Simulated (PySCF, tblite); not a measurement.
# Sn₂₈H₄₂: electronic excitations

Wanted: electronic excitations for Sn₂₈H₄₂.

Programs: tblite 0.8.0 and PySCF 2.14.0, with routines of our own; each step states its level. All values are computed. Atoms count from 0.

## 1. The starting structure

70 atoms, charge 0, multiplicity 1; geometry from: force field, distance geometry or constructed start.

## 2. Geometry optimisation with GFN1-xTB

The job: settings as JSON, then the geometry in Å.

```
{"job": {"kind": "relax", "xc": "GFN1-xTB", "basis": "xTB"}, "charge": 0, "multiplicity": 1}
Sn     0.004900     1.323900    -0.451600
Sn    -2.299400     2.654000     0.443100
Sn    -4.587200     1.323400    -0.449000
Sn    -4.593100    -1.321300     0.443800
Sn    -2.297200    -2.652600    -0.446600
Sn    -0.003300    -1.326200     0.447400
Sn     6.888700     5.304500    -0.453300
Sn     4.595800     6.631200     0.451500
Sn     2.298900     5.300700    -0.450400
Sn     2.293400     2.650600     0.451600
Sn     4.590300     1.324500    -0.452100
Sn     6.886100     2.649400     0.450000
Sn    -6.892000    -2.650700    -0.445000
Sn    -6.886400    -5.303400     0.447300
Sn    -4.594600    -6.623400    -0.449800
Sn    -2.298100    -5.302200     0.456300
Sn     2.296600    -2.649500    -0.449100
Sn     4.591300    -1.329100     0.449000
Sn     6.888000    -2.649600    -0.447500
Sn     2.299000    -5.301900     0.452700
Sn     4.590100    -6.624700    -0.448500
Sn     6.887700    -5.301300     0.449800
Sn     0.003400     6.633100     0.456600
Sn    -2.300400     5.298500    -0.451500
Sn     0.000500    -6.625900    -0.449100
Sn    -4.598500     6.627600     0.452500
Sn    -6.887900     5.305100    -0.450700
Sn    -6.889200     2.652000     0.451200
H      0.000600     1.326100    -2.172000
H     -2.295100     2.651800     2.173400
H     -4.588800     1.326300    -2.171100
H     -4.594300    -1.324400     2.170200
H     -2.297200    -2.651300    -2.171900
H      0.002100    -1.327000     2.173700
H      6.889800     5.304600    -2.173300
H      8.294500     6.116500     0.116800
H      4.591600     6.628600     2.165900
H      4.593300     8.253900    -0.122300
H      2.297300     5.298900    -2.170100
H      2.291400     2.654800     2.171200
H      4.592300     1.323400    -2.166200
H      6.894500     2.645800     2.173700
H      8.298900     1.841000    -0.123300
H     -6.886000    -2.651900    -2.171800
H     -8.297700    -1.838300     0.122100
H     -6.890500    -5.301200     2.166600
H     -8.291600    -6.114200    -0.120300
H     -4.592700    -6.625900    -2.167700
H     -4.590800    -8.251000     0.119900
H     -2.294300    -5.302100     2.172000
H      2.295300    -2.658700    -2.166900
H      4.599000    -1.324400     2.169700
H      6.888200    -2.651800    -2.169900
H      8.290600    -1.841600     0.116700
H      2.296900    -5.303700     2.171500
H      4.591900    -6.625500    -2.169400
H      4.599000    -8.257100     0.117800
H      6.891300    -5.295200     2.169300
H      8.294100    -6.115000    -0.115700
H     -0.000900     6.630500     2.169000
H     -0.003800     8.252300    -0.118200
H     -2.292300     5.302500    -2.171900
H      0.001700    -6.627800    -2.169200
H     -0.000200    -8.247900     0.120800
H     -4.586700     6.631800     2.172000
H     -4.597300     8.253200    -0.118400
H     -6.886200     5.305900    -2.171200
H     -8.291500     6.112600     0.125600
H     -6.892600     2.646100     2.165000
H     -8.296700     1.836600    -0.113800
```

Launch:

```
$ OMP_NUM_THREADS=4 python large_run.py task.json out
```

The driver reads the jobs from task.json and runs them one after another.

What it wrote:

```text
step      E/eV     max force
  0   -2539.77415    0.844
  1   -2539.97930    0.609
  2   -2540.47550    0.565
  3   -2540.63169    0.603
  4   -2541.02885    0.592
  5   -2541.16138    0.326
  6   -2541.21361    0.289
  7   -2541.25116    0.256
  8   -2541.32412    0.386
  9   -2541.42802    0.530
 10   -2541.54073    0.478
 11   -2541.61880    0.352
 12   -2541.67425    0.343
 13   -2541.72937    0.386
 14   -2541.79269    0.488
 15   -2541.85882    0.451
 16   -2541.91060    0.260
 17   -2541.94013    0.230
 18   -2541.96333    0.257
 19   -2541.99614    0.291
 20   -2542.04397    0.390
 21   -2542.11112    0.464
 22   -2542.19240    0.472
 23   -2542.28470    0.392
 24   -2542.36787    0.338
 25   -2542.42219    0.316
 26   -2542.46659    0.264
 27   -2542.49767    0.265
 28   -2542.52350    0.299
 29   -2542.54924    0.286
 30   -2542.57839    0.245
 31   -2542.60832    0.234
 32   -2542.63148    0.234
 33   -2542.64495    0.180
 34   -2542.65225    0.109
 35   -2542.65677    0.075
 36   -2542.66004    0.070
 37   -2542.66263    0.070
 38   -2542.66529    0.085
 39   -2542.66866    0.102
 40   -2542.67295    0.115
 41   -2542.67789    0.115
 42   -2542.68311    0.129
 43   -2542.68830    0.112
 44   -2542.69289    0.088
 45   -2542.69603    0.087
 46   -2542.69785    0.063
 47   -2542.69908    0.043
 48   -2542.70020    0.043
 49   -2542.70145    0.041
 50   -2542.70294    0.062
 51   -2542.70482    0.067
 52   -2542.70696    0.066
 53   -2542.70891    0.069
 54   -2542.71032    0.064
 55   -2542.71140    0.050
 56   -2542.71250    0.049
 57   -2542.71377    0.051
 58   -2542.71509    0.049
 59   -2542.71629    0.055
 60   -2542.71731    0.052
 61   -2542.71824    0.048
 62   -2542.71922    0.060
 63   -2542.72046    0.067
 64   -2542.72218    0.079
 65   -2542.72432    0.077
 66   -2542.72627    0.060
 67   -2542.72755    0.044
 68   -2542.72837    0.040
 69   -2542.72916    0.041
 70   -2542.73016    0.040
 71   -2542.73135    0.053
 72   -2542.73268    0.073
 73   -2542.73408    0.076
 74   -2542.73543    0.062
 75   -2542.73657    0.045
 76   -2542.73750    0.042
 77   -2542.73841    0.043
 78   -2542.73945    0.045
 79   -2542.74065    0.049
 80   -2542.74197    0.064
 81   -2542.74337    0.063
 82   -2542.74487    0.059
 83   -2542.74626    0.059
 84   -2542.74732    0.051
 85   -2542.74807    0.043
 86   -2542.74868    0.033
 87   -2542.74925    0.037
 88   -2542.74978    0.032
 89   -2542.75031    0.036
 90   -2542.75093    0.043
 91   -2542.75176    0.062
 92   -2542.75281    0.070
 93   -2542.75391    0.060
 94   -2542.75487    0.063
 95   -2542.75569    0.055
 96   -2542.75643    0.047
 97   -2542.75708    0.048
 98   -2542.75763    0.038
 99   -2542.75808    0.032
100   -2542.75852    0.034
101   -2542.75903    0.050
102   -2542.75964    0.057
103   -2542.76033    0.047
104   -2542.76097    0.038
105   -2542.76143    0.031
106   -2542.76173    0.042
107   -2542.76200    0.042
108   -2542.76229    0.031
109   -2542.76261    0.031
110   -2542.76293    0.034
111   -2542.76320    0.029
112   -2542.76343    0.023
113   -2542.76365    0.019
```

Run time: 17 s. Hardware: 4 threads of Arm Neoverse V2, shared host; peak memory 0.14 GiB.

The steps of the relaxation:

```tsv
step	energy from step 0 (eV)	largest force (eV/Å)
0	0.0000	0.8438
1	-0.2051	0.6093
2	-0.7013	0.5650
3	-0.8575	0.6030
4	-1.2547	0.5914
5	-1.3872	0.3260
6	-1.4395	0.2888
7	-1.4770	0.2559
8	-1.5500	0.3863
17	-2.1660	0.2306
26	-2.6924	0.2638
35	-2.8826	0.0740
44	-2.9187	0.0883
53	-2.9348	0.0691
63	-2.9463	0.0666
72	-2.9585	0.0722
81	-2.9692	0.0631
90	-2.9768	0.0433
99	-2.9839	0.0323
109	-2.9885	0.0318
110	-2.9888	0.0341
111	-2.9890	0.0288
112	-2.9893	0.0227
113	-2.9895	0.0190
```

Close pairs (by a distance rule), those that changed most:

```tsv
bond	before (Å)	after (Å)	change (Å)
Sn0–Sn5	2.798	2.838	+0.039
Sn19–Sn20	2.795	2.829	+0.034
Sn25–Sn26	2.794	2.823	+0.029
Sn1–Sn23	2.792	2.820	+0.028
Sn13–Sn14	2.793	2.820	+0.027
Sn14–Sn15	2.800	2.826	+0.026
Sn0–Sn9	2.795	2.821	+0.026
Sn4–Sn5	2.797	2.820	+0.023
```

The next job starts from the end point, and lists it.

## 3. Electronic excitations: TDDFT PBE/def2-SVP

The job: settings as JSON, then the geometry in Å.

```
{"job": {"kind": "uv", "basis": "def2-SVP", "grid": 1, "kgrid": 0, "vcut": null, "nstates": 6, "ntriplets": 2, "tda": false, "delta": ["ip_vertical"], "pop": true, "xc": "PBE"}, "charge": 0, "multiplicity": 1}
Sn     0.000827     1.400683    -0.231380
Sn    -2.179868     3.121248     0.255818
Sn    -4.334085     1.379725    -0.227776
Sn    -4.331833    -1.389465     0.235012
Sn    -2.176700    -3.126519    -0.254682
Sn    -0.001618    -1.398835     0.231669
Sn     7.333348     5.000498    -0.452346
Sn     5.212818     6.688955     0.331378
Sn     2.553907     5.887594    -0.194549
Sn     2.177904     3.127051     0.254854
Sn     4.334245     1.388354    -0.236510
Sn     6.929077     2.324634     0.318246
Sn    -6.927066    -2.322652    -0.317848
Sn    -7.332065    -4.999871     0.449903
Sn    -5.212706    -6.688141    -0.332224
Sn    -2.554808    -5.884613     0.195801
Sn     2.178936    -3.121924    -0.255214
Sn     4.335816    -1.381865     0.227237
Sn     6.931912    -2.322681    -0.313929
Sn     2.557209    -5.881695     0.199536
Sn     5.215569    -6.691469    -0.331364
Sn     7.333862    -5.000405     0.452605
Sn    -0.002623     6.845648     0.457236
Sn    -2.556070     5.879452    -0.196167
Sn     0.001772    -6.847187    -0.455044
Sn    -5.212444     6.688891     0.333115
Sn    -7.333878     4.999595    -0.450577
Sn    -6.930031     2.320327     0.315517
H      0.002176     1.405707    -1.953597
H     -2.266800     2.967057     1.969400
H     -4.603694     1.405166    -1.928546
H     -4.607372    -1.420253     1.934450
H     -2.267646    -2.967741    -1.967411
H      0.000968    -1.403201     1.954203
H      7.294086     5.403483    -2.113513
H      8.592026     6.082142    -0.012153
H      5.054291     6.947043     2.014694
H      5.076450     8.342844    -0.106544
H      2.389538     5.794223    -1.907326
H      2.270946     2.967832     1.967699
H      4.612079     1.421067    -1.935806
H      7.441191     2.512260     1.937891
H      8.412724     1.734789    -0.302532
H     -7.437448    -2.505641    -1.938747
H     -8.410856    -1.729939     0.301407
H     -7.296022    -5.399375     2.112005
H     -8.591849    -6.080139     0.009493
H     -5.055756    -6.944045    -2.015459
H     -5.077073    -8.341472     0.104689
H     -2.393207    -5.794190     1.909148
H      2.266217    -2.971804    -1.969332
H      4.598019    -1.404226     1.929228
H      7.429922    -2.508540    -1.938752
H      8.422125    -1.737353     0.298860
H      2.393657    -5.791398     1.913437
H      5.052522    -6.950165    -2.014690
H      5.074727    -8.343274     0.114172
H      7.293834    -5.400502     2.114738
H      8.588498    -6.084365     0.007829
H     -0.002597     7.050938     2.151833
H     -0.000046     8.518682     0.089922
H     -2.391272     5.789281    -1.909336
H      0.003008    -7.047310    -2.151218
H     -0.001374    -8.520751    -0.087256
H     -5.049856     6.951736     2.015956
H     -5.073384     8.341465    -0.110689
H     -7.293326     5.404643    -2.112054
H     -8.590285     6.083748    -0.006285
H     -7.434983     2.509788     1.936964
H     -8.421053     1.740112    -0.298185
```

With the program's defaults for keys left out, this is: TDDFT PBE/def2-SVP, vertical, gas phase, core orbitals frozen in the response.

What it wrote:

```text
start: PBE on a coarse grid of 308739 points
cycle   1  E = -5780.4528657489  dE = -4.470e+02  |g| = 2.235e+01  |ddm| = 5.746e+01
cycle   2  E = -1637.4057129921  dE =  4.143e+03  |g| = 4.424e+01  |ddm| = 6.726e+02
cycle   3  E = -5284.4378719657  dE = -3.647e+03  |g| = 3.747e+01  |ddm| = 6.771e+02
cycle   4  E = -5833.8032583328  dE = -5.494e+02  |g| = 1.625e+01  |ddm| = 9.310e+01
cycle   5  E = -3307.4119377563  dE =  2.526e+03  |g| = 3.916e+01  |ddm| = 8.608e+02
cycle   6  E = -5597.9906353528  dE = -2.291e+03  |g| = 2.331e+01  |ddm| = 8.851e+02
cycle   7  E = -5339.7953058721  dE =  2.582e+02  |g| = 2.259e+01  |ddm| = 2.295e+02
cycle   8  E = -5366.8256632187  dE = -2.703e+01  |g| = 2.506e+01  |ddm| = 1.234e+02
cycle   9  E = -5998.4395562795  dE = -6.316e+02  |g| = 6.716e+00  |ddm| = 1.025e+02
cycle  10  E = -5094.0285792605  dE =  9.044e+02  |g| = 2.860e+01  |ddm| = 1.077e+02
cycle  11  E = -5861.1745428435  dE = -7.671e+02  |g| = 1.337e+01  |ddm| = 9.528e+01
cycle  12  E = -5957.8699580398  dE = -9.670e+01  |g| = 9.225e+00  |ddm| = 5.502e+01
cycle  13  E = -5897.3436856398  dE =  6.053e+01  |g| = 1.105e+01  |ddm| = 4.734e+01
cycle  14  E = -5895.4807499046  dE =  1.863e+00  |g| = 1.269e+01  |ddm| = 5.865e+01
cycle  15  E = -6025.2924034506  dE = -1.298e+02  |g| = 1.035e+00  |ddm| = 4.590e+01
cycle  16  E = -6018.5622943947  dE =  6.730e+00  |g| = 3.352e+00  |ddm| = 7.387e+00
cycle  17  E = -6025.5524181999  dE = -6.990e+00  |g| = 6.050e-01  |ddm| = 6.320e+00
cycle  18  E = -6025.5081839996  dE =  4.423e-02  |g| = 6.473e-01  |ddm| = 2.297e+00
cycle  19  E = -6025.7175165506  dE = -2.093e-01  |g| = 1.082e-01  |ddm| = 1.415e+00
cycle  20  E = -6025.7210129185  dE = -3.496e-03  |g| = 7.031e-02  |ddm| = 3.722e-01
cycle  21  E = -6025.7233780777  dE = -2.365e-03  |g| = 2.116e-02  |ddm| = 1.678e-01
cycle  22  E = -6025.7235169458  dE = -1.389e-04  |g| = 1.189e-02  |ddm| = 6.355e-02
cycle  23  E = -6025.7235921778  dE = -7.523e-05  |g| = 2.756e-03  |ddm| = 2.996e-02
final grid: 308739 points
cycle  24  E = -6025.7235662057  dE =  2.597e-05  |g| = 7.891e-03  |ddm| = 2.047e-02
cycle  25  E = -6025.7232861550  dE =  2.801e-04  |g| = 2.486e-02  |ddm| = 6.326e-02
cycle  26  E = -6025.7235960570  dE = -3.099e-04  |g| = 1.434e-03  |ddm| = 4.896e-02
cycle  27  E = -6025.7235977305  dE = -1.674e-06  |g| = 3.444e-04  |ddm| = 3.400e-03
cycle  28  E = -6025.7235966043  dE =  1.126e-06  |g| = 8.184e-05  |ddm| = 8.515e-04
converged SCF energy = -6025.7235966043
Vertical ionisation energy (delta-SCF) = 6.7567 eV   <S^2> = 0.751

Static polarisability (au): isotropic 1869.507, principal 728.394 2329.396 2550.732

Singlet excitations
state   eV       nm        f      main configurations
  1   1.8194    681.5   0.20910   H->L 0.94
  2   1.8675    663.9   0.00003   H-2->L 0.99
  3   1.9753    627.7   0.29670   H-1->L 0.93
  4   2.1887    566.5   0.00000   H->L+1 0.75, H-3->L 0.24
  5   2.2564    549.5   0.00000   H-3->L 0.69, H->L+1 0.22
  6   2.2684    546.6   0.00738   H-4->L 0.85, H->L+2 0.08

Triplet excitations (Tamm-Dancoff, eV): 1.6133 1.7460
```

Wall time 2.3 min (4 threads of Arm Neoverse V2, shared host); peak memory 3 GiB.

Frontier orbitals and where they lie:

```tsv
orbital	eV	atoms
HOMO−4	-6.29	Sn22 6 %, Sn24 6 %, Sn25 6 %
HOMO−3	-6.19	Sn0 8 %, Sn5 8 %, Sn1 5 %
HOMO−2	-5.88	Sn3 8 %, Sn2 8 %, Sn17 7 %
HOMO−1	-5.84	Sn8 6 %, Sn19 6 %, Sn9 6 %
HOMO	-5.71	Sn5 9 %, Sn0 9 %, Sn16 7 %
LUMO	-4.05	Sn5 9 %, Sn0 9 %, Sn15 5 %
LUMO+1	-3.53	Sn24 9 %, Sn22 9 %, Sn15 8 %
LUMO+2	-3.44	Sn0 9 %, Sn5 9 %, Sn4 6 %
LUMO+3	-3.37	Sn8 7 %, Sn15 7 %, Sn19 7 %
```

With each of the 6 states as a Gaussian band of 0.4 eV half-width at 1/e, the curve within the window shown has maxima at 648 nm (ε 20,000) L/(mol cm). Beyond the last state computed it falls off for lack of states. The curve at chosen wavelengths:

```json
{"nm": "483", "ε (L/mol/cm)": "1757"}
{"nm": "504", "ε (L/mol/cm)": "3626"}
{"nm": "526", "ε (L/mol/cm)": "6465"}
{"nm": "547", "ε (L/mol/cm)": "9749"}
{"nm": "568", "ε (L/mol/cm)": "13131"}
{"nm": "590", "ε (L/mol/cm)": "16245"}
{"nm": "611", "ε (L/mol/cm)": "18416"}
{"nm": "633", "ε (L/mol/cm)": "19649"}
{"nm": "654", "ε (L/mol/cm)": "19841"}
{"nm": "675", "ε (L/mol/cm)": "19214"}
{"nm": "697", "ε (L/mol/cm)": "17905"}
{"nm": "718", "ε (L/mol/cm)": "16263"}
{"nm": "739", "ε (L/mol/cm)": "14435"}
{"nm": "761", "ε (L/mol/cm)": "12484"}
{"nm": "782", "ε (L/mol/cm)": "10700"}
{"nm": "803", "ε (L/mol/cm)": "9059"}
{"nm": "825", "ε (L/mol/cm)": "7528"}
{"nm": "846", "ε (L/mol/cm)": "6259"}
{"nm": "867", "ε (L/mol/cm)": "5173"}
{"nm": "889", "ε (L/mol/cm)": "4216"}
{"nm": "910", "ε (L/mol/cm)": "3456"}
{"nm": "932", "ε (L/mol/cm)": "2799"}
{"nm": "953", "ε (L/mol/cm)": "2286"}
{"nm": "974", "ε (L/mol/cm)": "1866"}
{"nm": "996", "ε (L/mol/cm)": "1508"}
{"nm": "1017", "ε (L/mol/cm)": "1231"}
```

Ground-state properties from the same run:

```tsv
property	computed
dipole moment (D)	0.07
polarisability (Å³)	277.03
HOMO–LUMO gap (eV)	1.66
−ε(HOMO) (eV)	5.71
```

## 4. Results

| quantity | value |
| --- | --- |
| lowest singlet (PBE/def2-SVP) | 1.82 eV (681 nm), f = 0.209 |
| brightest single state of those computed | state 3, 1.98 eV, f = 0.297 |
| lowest triplet | 1.61 eV |

In words: The lowest singlet, at 1.82 eV, is HOMO→LUMO 0.94 and is bright; of the 6 states computed, the strongest absorption comes from state 3 at 1.98 eV. State 1 absorbs in the visible (681 nm). The lowest triplet lies 0.21 eV below the lowest singlet (triplets in Tamm-Dancoff, singlets in full TDDFT). Spin-orbit coupling, left out, mixes singlets and triplets in elements this heavy.
